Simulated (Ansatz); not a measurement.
# AlIn2N3: the cost of one run

Program: Ansatz 0.2.0. Level of theory: DFT PBE, scalar-relativistic, plane waves, PAW. These are calculated values, not measurements.

1 further run of the same task is left out (set aside as unsound or not needed).

## Step 1: The starting structure

It takes space group Cmc2_1 (No. 36, orthorhombic). Conventional cell: a = 10.291 Å, b = 5.923 Å, c = 5.500 Å, α = 90.00°, β = 90.00°, γ = 90.00°. Al (site symmetry m) has 4 N at 1.91 to 1.92 Å in its first shell of neighbours. In (site symmetry 1) is surrounded by 4 N at 2.18 to 2.19 Å. N (site symmetry 1) has 1 Al at 1.91 Å and 3 In at 2.18 to 2.19 Å in its first shell of neighbours. Around N (site symmetry m) lie 2 Al at 1.91 to 1.92 Å and 2 In at 2.19 Å.

Structure file:

```
Al In N
1.0
     5.14533   -2.96138    0.00000
     5.14533    2.96138    0.00000
     0.00000    0.00000    5.50021
Al In N
2 4 6
Cartesian
  5.1453 0.9409 5.4409
  5.1453 -0.9409 2.6908
  6.8113 -1.9337 5.4301
  3.4793 -1.9337 5.4301
  3.4793 1.9337 2.6800
  6.8113 1.9337 2.6800
  6.7000 -1.8843 2.1197
  3.5907 -1.8843 2.1197
  3.5907 1.8843 4.8698
  6.7000 1.8843 4.8698
  5.1453 0.7801 1.8563
  5.1453 -0.7801 4.6065
```

It goes back to an entry of the Materials Project, which need not be the stable form.

This cell was relaxed beforehand with the same method: volume 13.97 Å³/atom, gap on the mesh 0.88 eV.

## Step 2: Relaxing to 0.001 eV/Å

Response runs need a geometry at rest under their own mesh and occupations; hence this stricter relaxation.

Contents of input.yaml:

```yaml
crystal:
  lattice:
    - [5.1453312721, -2.961384271, 0.0]
    - [5.1453312721, 2.961384271, 0.0]
    - [0.0, 0.0, 5.5002130738]
  atoms:
    - { symbol: Al, position: [0.3411420363, 0.6588579637, 0.9892213408] }
    - { symbol: Al, position: [0.6588579637, 0.3411420363, 0.4892213408] }
    - { symbol: In, position: [0.9883762921, 0.3354135963, 0.9872496681] }
    - { symbol: In, position: [0.6645864037, 0.0116237079, 0.9872496681] }
    - { symbol: In, position: [0.0116237079, 0.6645864037, 0.4872496681] }
    - { symbol: In, position: [0.3354135963, 0.9883762921, 0.4872496681] }
    - { symbol: "N", position: [0.9692138032, 0.3329317556, 0.3853874211] }
    - { symbol: "N", position: [0.6670682444, 0.0307861968, 0.3853874211] }
    - { symbol: "N", position: [0.0307861968, 0.6670682444, 0.8853874211] }
    - { symbol: "N", position: [0.3329317556, 0.9692138032, 0.8853874211] }
    - { symbol: "N", position: [0.3682931194, 0.6317068806, 0.3375044807] }
    - { symbol: "N", position: [0.6317068806, 0.3682931194, 0.8375044807] }
basis:
  ecutwfc: 420
kpoints:
  mp_grid: { grid: [6, 6, 6] }
hamiltonian:
  xc: pbe
scf:
  occupations: { method: fixed }
output:
  forces: true
  stress: true
  eigenvalues: true
relax:
  adjacent_minimum: "off"
  f_tol: 0.001
  max_steps: 60
  cell: { stress_tol: 0.01 }
```

Launch:

```console
ansatz run input.yaml --threads 4 --pin off --max-ram 12288MiB --backend cpu --events-out ev --progress --plain --runs-dir out
```

Q: Estimate wall time and peak memory on 4 threads of Oxide Virtual Turin-like (Zen 5), shared host.

About 37 s, with a peak of 0.79 GiB.
